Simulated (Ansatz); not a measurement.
# C2H6AlCl (dimethylaluminum chloride): wB97M-V/cc-pVDZ

What is the electronic atomisation energy of C2H6AlCl (dimethylaluminum chloride) at wB97M-V/cc-pVDZ? 

The calculation is run with Ansatz 0.2.0.

56 further runs of the same task are left out: 56 set aside as unsound or not needed.

**1. The system as given**

The species is C2H6AlCl (10 atoms), meant as a singlet with charge 0. As SMILES, `[CH3][Al]([CH3])[Cl]`. Geometry: relaxed at PBE0-D4/def2-TZVP.

Bond lengths: C1–Al2 1.942 Å, Al2–C3 1.942 Å, Al2–Cl4 2.114 Å, C1–H5 1.092 Å, C1–H6 1.095 Å, C1–H7 1.095 Å, C3–H8 1.095 Å, C3–H9 1.093 Å, C3–H10 1.094 Å. Some angles: C1–Al2–C3 125.8°, C1–Al2–Cl4 117.8°, C3–Al2–Cl4 116.4°, Al2–C1–H5 112.5°, Al2–C1–H6 110.7°, Al2–C1–H7 110.7°, Al2–C3–H8 110.7°, Al2–C3–H9 112.6°, Al2–C3–H10 110.7°, H5–C1–H6 108.1°.

**2. The energy at wB97M-V/cc-pVDZ**

The input, in.yaml:

```yaml
crystal:
  periodic: [false, false, false]
  atoms:
    - {symbol: C, position_ang: [-0.517700, 1.358200, -0.989200]}
    - {symbol: Al, position_ang: [-0.252300, -0.446600, -0.322400]}
    - {symbol: C, position_ang: [0.742200, -0.932200, 1.273500]}
    - {symbol: Cl, position_ang: [-1.112300, -2.038200, -1.415400]}
    - {symbol: H, position_ang: [-1.121400, 1.383800, -1.898300]}
    - {symbol: H, position_ang: [-1.010200, 1.981400, -0.235400]}
    - {symbol: H, position_ang: [0.443800, 1.835600, -1.206000]}
    - {symbol: H, position_ang: [0.102400, -1.471200, 1.979300]}
    - {symbol: H, position_ang: [1.158700, -0.063300, 1.788800]}
    - {symbol: H, position_ang: [1.566900, -1.607500, 1.025200]}
basis:
  gaussian:
    orbitals: cc-pVDZ
hamiltonian:
  xc: {name: wB97M-V}
total_charge: 0
output: {orbitals: {seedname: orbitals}}
accuracy: high
```

The run is started by

```console
ansatz run in.yaml --threads 1 --pin off --max-ram 3480MiB --events-out events.jsonl --progress --plain --runs-dir runs
```

Standard output:

```text
Warning: RAYON_NUM_THREADS=1 ignored (pool sized by the plan → 1); use --threads N
Functional definition: wB97M-V
  name "wB97M-V"
  parameter omega = 0.3/bohr
  parameter cx = 0.15
  parameter cx01 = 1.007
  parameter cx10 = 0.259
  parameter css00 = 0.443
  parameter css04 = -1.437
  parameter css10 = -4.535
  parameter css20 = -3.390
  parameter css43 = 4.278
  parameter cos00 = 1.000
  parameter cos10 = 1.358
  parameter cos20 = 2.924
  parameter cos21 = -8.812
  parameter cos60 = -1.390
  parameter cos61 = 9.142
  parameter b = 6.0
  parameter c = 0.01
  gx(w, u) = 1 - cx + cx01*u + cx10*w
  gss(w, u) = css00 + css04*u^4 + css10*w + css20*w^2 + css43*w^4*u^3
  gos(w, u) = cos00 + cos10*w + (cos20 + cos21*u)*w^2 + (cos60 + cos61*u)*w^6
  exchange = spin_sum(e_x_unif_sr(omega)*gx(b97_w, b97_u_x)) + cx*exact_x_sr(omega) + exact_x_lr(omega)
  correlation = spin_sum(e_c_pw_mod_same_spin*gss(b97_w, b97_u_same))
      + integral(e_c_pw_mod_opposite_spin*gos(b97_w_opposite, b97_u_opposite)) + vv10(b, c)
2223 factors; integrals over basis functions are off by at most 4.2e-9 eV
443 factors; integrals over basis functions are off by at most 2.4e-9 eV
mean field evaluation 1: about -21286.6895 eV, gradient 4.4e1 eV
mean field evaluation 2: about -21289.0155 eV, gradient 3.1e1 eV
mean field evaluation 4: about -21291.3601 eV, gradient 7.5e-1 eV
mean field evaluation 8: about -21291.4589 eV, gradient 4.2e-2 eV
mean field evaluation 16: about -21291.4589 eV, gradient 5.8e-6 eV
mean field -21291.45891507 eV, -782.4466832598 hartree, gradient 6.9e-8 eV, S^2 0.000000; 0 other end points of the search recorded, 0 dependent functions left out
reference -21291.45892026 eV, -782.4466834503 hartree; 24, 24 occupied and 70, 70 virtual orbitals, 2223 factors
Total energy: -21291.45892026 eV, -782.4466834503 hartree
```

Wall time 1.7 min (1 thread of Arm Neoverse V1, shared host); peak memory 0.67 GiB.

**3. The Al atom at the same level**

The input, molecule.yaml:

```yaml
crystal:
  periodic: [false, false, false]
  atoms:
    - {symbol: Al, position_ang: [0.000000, 0.000000, 0.000000]}
basis:
  gaussian:
    orbitals: cc-pVDZ
magnetization:
  spin_polarized: true
  initial_magnetization: 1
accuracy: high
hamiltonian:
  xc: {name: wB97M-V}
```

Run the same way, it converges to -242.34606 Eh (log not shown).

**4. The C atom**

The input, run.yaml:

```yaml
crystal:
  periodic: [false, false, false]
  atoms:
    - symbol: C
      position_ang: [0.000000, 0.000000, 0.000000]
basis:
  gaussian:
    orbitals: cc-pVDZ
magnetization:
  spin_polarized: true
  initial_magnetization: 2
hamiltonian:
  xc: {name: wB97M-V}
accuracy: high
```

Run the same way, it converges to -37.83841 Eh (log not shown).

**5. The Cl atom, same level**

The input, input.yaml:

```yaml
crystal:
  periodic: [false, false, false]
  atoms:
    - {symbol: Cl, position_ang: [0.000000, 0.000000, 0.000000]}
basis:
  gaussian:
    orbitals: cc-pVDZ
magnetization:
  spin_polarized: true
  initial_magnetization: 1
hamiltonian:
  xc: {name: wB97M-V}
accuracy: high
```

Run the same way, it converges to -460.11775 Eh (log not shown).

**6. The H atom, same level**

The input, input.yaml:

```yaml
basis:
  gaussian: {orbitals: cc-pVDZ}
crystal:
  periodic: [false, false, false]
  atoms:
    - symbol: H
      position_ang: [0.000000, 0.000000, 0.000000]
total_charge: 0
magnetization: {spin_polarized: true, initial_magnetization: 1}
hamiltonian: {xc: {name: wB97M-V}}
accuracy: high
```

Run the same way, it converges to -0.49171 Eh (log not shown).

**7. Outcome**

Level: wB97M-V/cc-pVDZ.

| quantity | value |
| --- | --- |
| molecule: total energy | -782.44668 Eh |
| molecule: HOMO energy | -9.99 eV |
| molecule: LUMO energy | 1.05 eV |
| molecule: HOMO–LUMO gap | 11.05 eV |
| Al atom: total energy | -242.34606 Eh |
| Al atom: ⟨S²⟩ | 0.751 |
| C atom: total energy | -37.83841 Eh |
| C atom: ⟨S²⟩ | 2.001 |
| Cl atom: total energy | -460.11775 Eh |
| Cl atom: ⟨S²⟩ | 0.751 |
| H atom: total energy | -0.49171 Eh |
| H atom: ⟨S²⟩ | 0.750 |
| electronic atomisation energy | 36.893 eV |

What this shows: Taking the molecule apart into free atoms costs 36.89 eV (3560 kJ/mol), before zero-point energy and without spin-orbit coupling.
